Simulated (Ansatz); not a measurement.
**AlH6NOSi: how energies converge with the basis set**

The task here is to estimate one member of a computed series from the others.

The runs use Ansatz 0.2.0, Gaussian basis; one geometry, several basis sets.

The runs, in order: PBE0-D4/def2-SVP; ωB97M-V/def2-SVP; PBE0-D4/def2-QZVPP; ωB97M-V/def2-QZVPP; the functionals' def2-TZVPP values are taken from earlier runs.

## Structure used throughout

The geometry comes from an earlier relaxation with PBE0-D4 in a triple-zeta def2 set; it is a stationary point, not always the lowest conformer.

SMILES `O[SiH2][NH][AlH2]`, 10 atoms, charge 0, spin multiplicity 1.

Atoms are counted from 1 here; the program's logs count them from 0.

Bond lengths: O1–Si2 1.650 Å, O1–H5 0.958 Å, Si2–N3 1.711 Å, Si2–H6 1.486 Å, Si2–H7 1.491 Å, N3–Al4 1.785 Å, N3–H8 1.013 Å, Al4–H9 1.580 Å, Al4–H10 1.583 Å. Angles: Si2–O1–H5 117.1°, O1–Si2–N3 109.6°, O1–Si2–H6 111.3°, O1–Si2–H7 107.7°, N3–Si2–H6 106.5°, N3–Si2–H7 112.1°, H6–Si2–H7 109.7°, Si2–N3–Al4 128.8°, Si2–N3–H8 114.7°, Al4–N3–H8 116.5°, N3–Al4–H9 118.3°, N3–Al4–H10 117.3°, H9–Al4–H10 124.3°.

The first run:

Input file in.yaml:

```yaml
crystal:
  periodic: [false, false, false]
  atoms:
    - {symbol: O, position_ang: [-1.817387, -0.693752, -1.056546]}
    - {symbol: Si, position_ang: [-0.576616, 0.373923, -0.851634]}
    - {symbol: N, position_ang: [0.693301, -0.382296, 0.009608]}
    - {symbol: Al, position_ang: [1.233304, -0.094768, 1.686319]}
    - {symbol: H, position_ang: [-2.399819, -0.547925, -1.803107]}
    - {symbol: H, position_ang: [-1.000197, 1.543763, -0.039469]}
    - {symbol: H, position_ang: [-0.142758, 0.831296, -2.203189]}
    - {symbol: H, position_ang: [1.159363, -1.127814, -0.492997]}
    - {symbol: H, position_ang: [0.508420, 1.030637, 2.525185]}
    - {symbol: H, position_ang: [2.425389, -0.984165, 2.228731]}
basis:
  gaussian: {orbitals: def2-SVP}
hamiltonian: {xc: pbe0, dispersion: d4}
output: {orbitals: {seedname: orbitals}}
```

Run with:

```sh
$ ansatz run in.yaml --threads 2 --pin off --events-out ev --progress --plain --max-ram 4352MiB
```

Steps of the session up to this table: PBE0-D4 in def2-SVP; ωB97M-V in def2-SVP; PBE0-D4 in def2-QZVPP; ωB97M-V in def2-QZVPP.

One table of the session follows, with a row left open; its other results are not shown here.

It belongs to the step «Functionals by basis». 

| functional | basis | HOMO (eV) |
| --- | --- | --- |
| PBE0-D4 | def2-SVP | -7.88 |
| PBE0-D4 | def2-TZVPP | -8.01 |
| PBE0-D4 | def2-QZVPP | -8.03 |
| ωB97M-V | def2-SVP | -10.17 |
| ωB97M-V | def2-TZVPP | ? |
| ωB97M-V | def2-QZVPP | -10.36 |

**Question.** Estimate the row for ωB97M-V, def2-TZVPP.

The run gave: HOMO (eV): -10.33. In the column «HOMO (eV)» it lies between ωB97M-V, def2-QZVPP (-10.36) and ωB97M-V, def2-SVP (-10.17).
